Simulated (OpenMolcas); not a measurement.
# Re²⁺ among point charges: CASSCF levels and susceptibility

Aim: the splitting of the states of Re²⁺ in the field of 5 point charges, its lowest levels with spin-orbit coupling and its magnetic susceptibility.

Program: OpenMolcas 26.06. Level of theory: state-averaged CASSCF, spin-orbit coupling by RASSI with atomic mean-field integrals. These are calculated values, not measurements, unless marked.

2 further runs of the same task are left out: 2 that didn't finish.

**1. Starting point**

* Species: Re²⁺ (rhenium, Z = 75, 73 electrons)
* Basis: ANO-RCC-VTZP [8s7p5d3f2g1h], 104 functions
* Scalar Hamiltonian: DKH2, point nucleus
* Inactive shells: 1s 2s 2p 3s 3p 3d 4s 4p 4d 4f 5s 5p
* Active space: 5 electrons in 5 orbitals (5d)
* Some configurations of this space: 5d5
* Orbitals: optimised for each spin and parity, averaged over all roots

Outer shells as boxes (Hund's rule):

5d5
```
5d [↑ ][↑ ][↑ ][↑ ][↑ ]
```

The ion sits among 5 point charges of -2 e arranged as a square pyramid (C4v), 2.06 Å from the ion, with the axial distance 1.916 Å. The active orbitals were held to one l.

The work runs as a chain of OpenMolcas steps in one folder; each step below is one input file. Labels, J, g values, rates, χT and fits are worked out afterwards by a script from the matrices that RASSI stores.

**2. One- and two-electron integrals**

The input, a.inp:

```
&GATEWAY
Coord
1

Re 0.0 0.0 0.0
Basis=ANO-RCC-VTZP
Group=NoSym
NoMove
AngMom=0.0 0.0 0.0
AMFI
XField
5 Angstrom 0
2.060000 0.000000 0.000000 -2.000000
0.000000 2.060000 0.000000 -2.000000
-2.060000 0.000000 0.000000 -2.000000
0.000000 -2.060000 0.000000 -2.000000
0.000000 0.000000 1.915800 -2.000000
&SEWARD
```

**3. CASSCF: sextets, 1 root**

The input, a.inp:

```
&RASSCF
FileOrb=start.orb
Symmetry=1
Spin=6
nActEl=5 0 0
Inactive=34
Ras2=5
CIRoot=1 1 1
SDav=1
CIMx=300
Iter=120 100
PrWF=0.3
OrbListing=Nothing
MaxOrb=0
SupSym
1
25 10 11 12 13 14 19 20 21 22 23 35 36 37 38 39 52 53 54 55 56 57 58 59
60 61
>>> COPY $Project.JobIph JOB001
```

start.orb holds the contracted functions of the basis, ordered by shell, or the orbitals of the step before.

**4. Reference wave functions, quartets, 24 roots**

The input, a.inp:

```
&RASSCF
FileOrb=start.orb
Symmetry=1
Spin=4
nActEl=5 0 0
Inactive=34
Ras2=5
CIRoot=24 24 1
SDav=24
CIMx=300
Iter=120 100
PrWF=0.3
OrbListing=Nothing
MaxOrb=0
SupSym
1
25 10 11 12 13 14 19 20 21 22 23 35 36 37 38 39 52 53 54 55 56 57 58 59
60 61
>>> COPY $Project.JobIph JOB002
```

**5. CASSCF: doublets, 75 roots**

The input, a.inp:

```
&RASSCF
FileOrb=start.orb
Symmetry=1
Spin=2
nActEl=5 0 0
Inactive=34
Ras2=5
CIRoot=75 75 1
SDav=75
CIMx=300
Iter=120 100
PrWF=0.3
OrbListing=Nothing
MaxOrb=0
SupSym
1
25 10 11 12 13 14 19 20 21 22 23 35 36 37 38 39 52 53 54 55 56 57 58 59
60 61
>>> COPY $Project.JobIph JOB003
```

**6. State interaction with spin-orbit coupling**

The input, a.inp:

```
&RASSI
NrOfJobIphs=3 1 24 75
1
1 2 3 4 5 6 7 8 9 10 11 12 13 14 15 16 17 18 19 20 21 22 23 24
1 2 3 4 5 6 7 8 9 10 11 12 13 14 15 16 17 18 19 20 21 22 23 24 25 26 27
28 29 30 31 32 33 34 35 36 37 38 39 40 41 42 43 44 45 46 47 48 49 50 51
52 53 54 55 56 57 58 59 60 61 62 63 64 65 66 67 68 69 70 71 72 73 74 75
IphNames
JOB001
JOB002
JOB003
EJob
SpinOrbit
DIPRint=1.0
SOCoupling=1000.0
Subsets=2
Property=9
'ANGMOM' 1 'ANGMOM' 2 'ANGMOM' 3 'MLTPL  1' 1 'MLTPL  1' 2 'MLTPL  1' 3
'AMFI' 1 'AMFI' 2 'AMFI' 3
SOProperty=3
'ANGMOM' 1 'ANGMOM' 2 'ANGMOM' 3
```

Before running it: what results should come out? Wanted: spin-free ground state; lowest level; next level.

As calculated:

```
                 quantity                               value
                   method                              CASSCF
   spin-free ground state  sextet, 1-fold in its orbital part
             lowest level        2-fold, g = 0.02, 3.52, 3.52
               next level                         1172.7 cm⁻¹
              χT at 300 K                      1.25 cm³ K/mol
effective moment at 300 K                             3.17 μB
```

**Reading.** The spin-free ground state (sextet) comes to 100 % from free-ion S terms and keeps the highest spin of the shell. χT at 300 K is 1.25, against 4.39 cm³ K/mol for the spin alone, so spin-orbit coupling lowers it. An active space of the d shell alone favours high spin; real ions in strong fields can be low spin. The field of point charges can differ much from that of real complexes. With metal d orbitals alone active, the gaps between spin states are rough; where two lie within a few thousand cm-1, their order is open. Point charges carry no covalency, so the field is a model and not that of real ligands.
